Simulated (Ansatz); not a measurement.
# Sm3H: the cost of one run

Program: Ansatz 0.2.0. Level of theory: DFT PBE, scalar-relativistic, plane waves, PAW; 4f electrons in the core of a trivalent norm-conserving potential. These are calculated values, not measurements.

1 further run of the same task is left out (it didn't finish).

## Step 1: Starting point

It takes space group P4/mmm (No. 123, tetragonal). Conventional cell: a = 4.719 Å, b = 4.719 Å, c = 4.452 Å, α = 90.00°, β = 90.00°, γ = 90.00°. Sm (site symmetry mmm) is surrounded by 8 Sm at 3.24 to 3.34 Å and 4 H at 3.24 Å. Sm (site symmetry 4/mmm) has 8 Sm at 3.24 Å and 4 H at 3.34 Å in its first shell of neighbours. Around H (site symmetry 4/mmm) lie 12 Sm at 3.24 to 3.34 Å.

Coordinates:

```cif
data_structure
_symmetry_space_group_name_H-M 'P4/mmm'
_symmetry_Int_Tables_number 123
_cell_length_a 4.7195
_cell_length_b 4.7195
_cell_length_c 4.4524
_cell_angle_alpha 90.000
_cell_angle_beta 90.000
_cell_angle_gamma 90.000
_cell_volume 99.17
loop_
_atom_site_label
_atom_site_type_symbol
_atom_site_symmetry_multiplicity
_atom_site_Wyckoff_symbol
_atom_site_fract_x
_atom_site_fract_y
_atom_site_fract_z
_atom_site_occupancy
Sm1 Sm 2 e 0.00000 0.50000 0.50000 1
Sm2 Sm 1 c 0.50000 0.50000 0.00000 1
H1 H 1 a 0.00000 0.00000 0.00000 1
```

Recipe of the guess: species swapped into a database cell of Ti3Ag (P4/mmm, No. 123), with Sm on the Ti sites and H on the Ag sites. Lengths come from tabulated atomic sizes and are only a guess.

## Step 2: The guess as it stands, on a coarse mesh

The input, input.yaml:

```yaml
crystal:
  lattice:
    - [4.71949711, 0.0, 0.0]
    - [0.0, 4.71949711, 0.0]
    - [0.0, 0.0, 4.45235603]
  atoms:
    - { symbol: Sm, position: [0.0, 0.5, 0.5] }
    - { symbol: Sm, position: [0.5, 0.0, 0.5] }
    - { symbol: Sm, position: [0.5, 0.5, 0.0] }
    - { symbol: H, position: [0.0, 0.0, 0.0] }
basis:
  ecutwfc: 690
kpoints:
  mp_grid: { grid: [4, 4, 4] }
hamiltonian:
  xc: pbe
  pseudopotentials:
    kind: paw
    azcp: { Sm: "pseudopotentials/pbe/nc/lanthanide_3plus/Sm.nc.azcp" }
scf:
  occupations: { method: gaussian, width: 0.1 }
  lower_state_search: "off"
output:
  forces: true
  stress: true
  eigenvalues: true
```

Started as:

```
ansatz run input.yaml --threads 1 --pin off --max-ram 2560MiB --backend cpu --events-out ev --progress --plain --runs-dir out
```

Q: Estimate wall time and peak memory on 1 thread of Arm Neoverse V1, shared host.

About 5.1 s, with a peak of 0.36 GiB.
